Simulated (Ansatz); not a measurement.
# GaH4+ (singlet): the correlation ladder at distance H3–H5 = 1.446 Å, cc-pVDZ

How much of the correlation energy of GaH4+ (singlet) does each wave-function method recover here?

The runs use Ansatz 0.2.0, Gaussian basis; cc-pVDZ, core rule «outside noble gas», up to 14 orbitals frozen.

To be run: UHF; CCSD(T) on RHF; CCSD(T) on UHF; BCCD(T) on RHF; CISD; CCSDT(Q) on RHF; CCSDT(Q) on UHF; CASSCF and MRCISD+Q, 2 electrons in 2 orbitals; CASSCF and NEVPT2, 2 electrons in 2 orbitals; Full CI.

45 further runs of the same task are left out: 24 for a known fault of the program, 16 that didn't finish, 5 set aside as unsound or not needed.

**1. The system**

The geometry derives from a PBE0/def2-TZVP stationary point (not a proven minimum). One bond is set to the value named and the two fragments are kept rigid. No spin-orbit coupling is included. The filled d shell of Ga may be among the frozen orbitals whatever the setting's name suggests; the logs give the count.

5 atoms, charge 1, spin multiplicity 1.

Atoms are counted from 1 here; the program's logs count them from 0.

Bond lengths: Ga1–H2 1.527 Å, Ga1–H4 1.527 Å. Angles: H2–Ga1–H4 169.3°.

**2. UHF**

Input file in.yaml:

```yaml
crystal:
  periodic: [false, false, false]
  atoms:
    - {symbol: Ga, position_ang: [0.000000, 0.009306, -0.055194]}
    - {symbol: H, position_ang: [0.000000, 1.529979, -0.197915]}
    - {symbol: H, position_ang: [0.000000, 0.391828, 2.106890]}
    - {symbol: H, position_ang: [0.000000, -1.511367, -0.197915]}
    - {symbol: H, position_ang: [0.000000, -1.054172, 2.106890]}
basis:
  gaussian: {orbitals: cc-pVDZ}
total_charge: 1
magnetization: {spin_polarized: true, initial_magnetization: 0}
hamiltonian: {xc: hf}
output: {orbitals: {seedname: orbitals}}
```

Command:

```sh
$ ansatz run in.yaml --threads 1 --pin off --events-out ev --progress --plain --max-ram 2393MiB
```

The runs that follow: CCSD(T) on RHF; CCSD(T) on UHF; BCCD(T) on RHF; CISD; CCSDT(Q) on RHF; CCSDT(Q) on UHF; CASSCF and MRCISD+Q, 2 electrons in 2 orbitals; CASSCF and NEVPT2, 2 electrons in 2 orbitals; Full CI.

**Question.** What will the summary of the whole plan be? Wanted: FCI below the RHF energy; RMP2 from FCI; RCCSD from FCI; RCCSD(T) from FCI; RCCSDT(Q) from FCI; NEVPT2 pair from FCI; MRCISD+Q pair from FCI; T1 diagnostic; effectively unpaired electrons.

**Answer**, as computed:

```
                         quantity                                                value
         FCI below the RHF energy                                           -3.3266 eV
                    RMP2 from FCI                                           +961.7 meV
                   RCCSD from FCI                                            +51.7 meV
                RCCSD(T) from FCI                                            +13.3 meV
               RCCSDT(Q) from FCI                                             +0.5 meV
             NEVPT2 pair from FCI                                           +592.3 meV
           MRCISD+Q pair from FCI                                            -13.8 meV
levels within 1 kcal/mol (43 meV)  RCCSD(T), BCCD(T), RCCSDT, RCCSDT(Q), MRCISD+Q pair
                    T1 diagnostic                                                0.016
   effectively unpaired electrons                                                 0.13
```

**Reading.** RCCSD(T) lands +13.3 meV from the yardstick (0.4 % of the correlation energy). MRCISD+Q pair falls below full CI: the +Q correction isn't variational, and the cores differ from full CI's. One determinant dominates. Of the multireference levels listed MRCISD+Q pair comes nearest in total energy (-13.8 meV), which doesn't show that its space is the better one. These misses are within one basis, not against nature.
